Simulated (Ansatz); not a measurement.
## GaH5Se, SMILES [GaH3-][SeH2+]: a relaxed scan of one distance, step by step

Program: Ansatz 0.2.0 through its Python package.

Contents of `gah5se.xyz`:
```text
7

Ga   -0.77946   -0.66048   -0.50348
Se    0.80966    0.55822    1.23766
H    -0.45453   -2.12247   -0.13654
H    -2.10688   -0.03893   -0.01810
H    -0.11529   -0.05800   -1.76742
H     2.04663    0.43342    0.48972
H     0.59987    1.88824    0.69816
```

The cells in order, each with its output:

```python
import ansatz as az
import numpy as np
```

```python
mol = az.Crystal.molecule_from_extxyz('gah5se.xyz')
```

```python
setup = (
    mol.calculation()
    .basis(gaussian='def2-SVP')
    .functional('HF')
)
symbols = [site.symbol for site in mol.cartesian_sites]
pairs = [(0, 1), (0, 2), (0, 3), (0, 4), (1, 5), (1, 6)]
print('held (A)   E (eV)        ', '  '.join(f'{symbols[i]}{i}-{symbols[j]}{j}' for i, j in pairs))
for length in [1.42, 1.54, 1.67, 1.85, 2.08]:
    rep = setup.relax(constraints=[az.DistanceConstraint((0, 3), at=length)], force_tolerance=0.02, max_steps=60).run(threads=1).report
    xyz = np.array(rep['positions_ang'])
    print(f'{length:6.2f} {rep["free_energy_ev"]:14.5f}  ', '  '.join(f'{np.linalg.norm(xyz[i] - xyz[j]):.3f}' for i, j in pairs))
```

    held (A)   E (eV)         Ga0-Se1  Ga0-H2  Ga0-H3  Ga0-H4  Se1-H5  Se1-H6
    DeckWarning: relax.constraints: the input's atoms, or those drawn, lie off the distances that are held; a relaxation that starts there is brought onto them ahead of its first SCF, by positions alone, an atom by 6.20e-2 Å at the most. With the symmetry [...]
      1.42  -117700.69675   2.994  1.583  1.420  1.584  1.455  1.455
      1.54  -117700.91566   2.979  1.580  1.540  1.581  1.454  1.454
      1.67  -117700.87531   2.957  1.577  1.670  1.578  1.455  1.455
      1.85  -117700.55540   2.922  1.573  1.850  1.574  1.455  1.454
      2.08  -117699.95196   2.864  1.568  2.080  1.570  1.456  1.454

Reading the output:
- Total energies depend on the basis set; only differences at equal settings carry meaning.
- Warnings are shown shortened and without file and line.
- The energies are electronic: no zero-point or thermal terms, and the basis set is short of its limit.
- Hardware and time: 57 s on 1 thread of Intel(R) Xeon(R) 6975P-C (Granite Rapids) (shared host), peak memory 0.26 GiB.
